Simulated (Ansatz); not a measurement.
# InH₃O₂: one species, many methods

One table from this session's results is given with a row withheld; the runs are named, their logs left out.

Program: Ansatz 0.2.0, Gaussian basis. Level of theory: functionals in def2-TZVPP, the program's frozen cores in correlated methods. These are calculated values, not measurements.

The runs, in order: LDA (SPW92), PBE-D4, revPBE-D4, BLYP-D4, r2SCAN-D4, B97M-V, PBE0-D4, B3LYP-D4, r2SCANh-D4, r2SCAN0-D4, HSE06-D4, BHLYP-D4, CAM-B3LYP-D4, LC-ωPBE, ωB97X-V, ωB97M-V, B2PLYP, PBE-QIDH; CCSD(T)/def2-SVP; CCSD(T)/def2-TZVPP; CCSD(T)/def2-QZVPP; extrapolation to the limit; RPA on PBE.

## The geometry

All runs share one geometry, relaxed beforehand with PBE0-D4 in a triple-zeta def2 set. In takes the def2 core potential; no spin-orbit term is included.

SMILES `[OH][InH][OH]`, 6 atoms, charge 0, spin multiplicity 1.

Atoms are counted from 1 here; the program's logs count them from 0.

Bond lengths: O1–In2 1.985 Å, O1–H4 0.959 Å, In2–O3 1.973 Å, In2–H5 1.692 Å, O3–H6 0.961 Å. Angles: In2–O1–H4 114.5°, O1–In2–O3 106.6°, O1–In2–H5 128.2°, O3–In2–H5 125.3°, In2–O3–H6 111.0°.

Coordinates:

```xyz
6

O    -1.02491   -1.05368    0.44357
In    0.01739    0.34477   -0.50474
O     1.61433    0.70180    0.59822
H    -1.83417   -1.31681    0.00053
H    -0.34893    1.10840   -1.96991
H     1.61839    0.15151    1.38613
```

Set-up of the first run:

File in.yaml:

```yaml
crystal:
  periodic: [false, false, false]
  atoms:
    - {symbol: O, position_ang: [-1.024911, -1.053685, 0.443570]}
    - {symbol: In, position_ang: [0.017390, 0.344775, -0.504735]}
    - {symbol: O, position_ang: [1.614325, 0.701800, 0.598217]}
    - {symbol: H, position_ang: [-1.834167, -1.316805, 0.000535]}
    - {symbol: H, position_ang: [-0.348931, 1.108401, -1.969913]}
    - {symbol: H, position_ang: [1.618394, 0.151514, 1.386126]}
basis:
  gaussian: {orbitals: def2-TZVPP}
hamiltonian: {xc: lda}
output: {orbitals: {seedname: orbitals}}
```

Launch:

```
> ansatz run in.yaml --threads 2 --pin off --events-out ev --progress --plain --max-ram 32768MiB --backend cpu
```

Among the steps run: LDA; PBE-D4 (GGA); revPBE-D4 (GGA); BLYP-D4 (GGA); r2SCAN-D4 (meta-GGA); B97M-V (meta-GGA); B3LYP-D4 (hybrid); r2SCANh-D4 (hybrid); r2SCAN0-D4 (hybrid); HSE06-D4 (hybrid); BHLYP-D4 (hybrid); CAM-B3LYP-D4 (range-separated); LC-ωPBE (range-separated); ωB97X-V (range-separated); ωB97M-V (range-separated); B2PLYP (double hybrid); PBE-QIDH (double hybrid).

One of the session's tables, all rows but one given; the rest of the session is left out.

It belongs to the step «Orbital energies across the functionals». 

```
  functional  HOMO (eV)  gap (eV)
 LDA (SPW92)      -6.85      4.71
      PBE-D4      -6.63      4.72
   revPBE-D4      -6.55      4.74
     BLYP-D4      -6.54      4.61
   r2SCAN-D4      -6.97      5.38
      B97M-V      -7.05      5.23
     PBE0-D4      -8.26      7.22
    B3LYP-D4      -8.01      6.62
  r2SCANh-D4      -7.59      6.31
  r2SCAN0-D4      -8.52      7.66
    HSE06-D4      -7.85      6.45
    BHLYP-D4      -9.88      9.38
CAM-B3LYP-D4      -9.78      9.48
     LC-ωPBE     -11.16     11.96
     ωB97X-V     -10.80     11.48
     ωB97M-V          ?         ?
```

Estimate the missing values for ωB97M-V.

As computed: HOMO (eV): -10.74; gap (eV): 11.08. In the column «HOMO (eV)» it lies between ωB97X-V (-10.80) and BHLYP-D4 (-9.88).
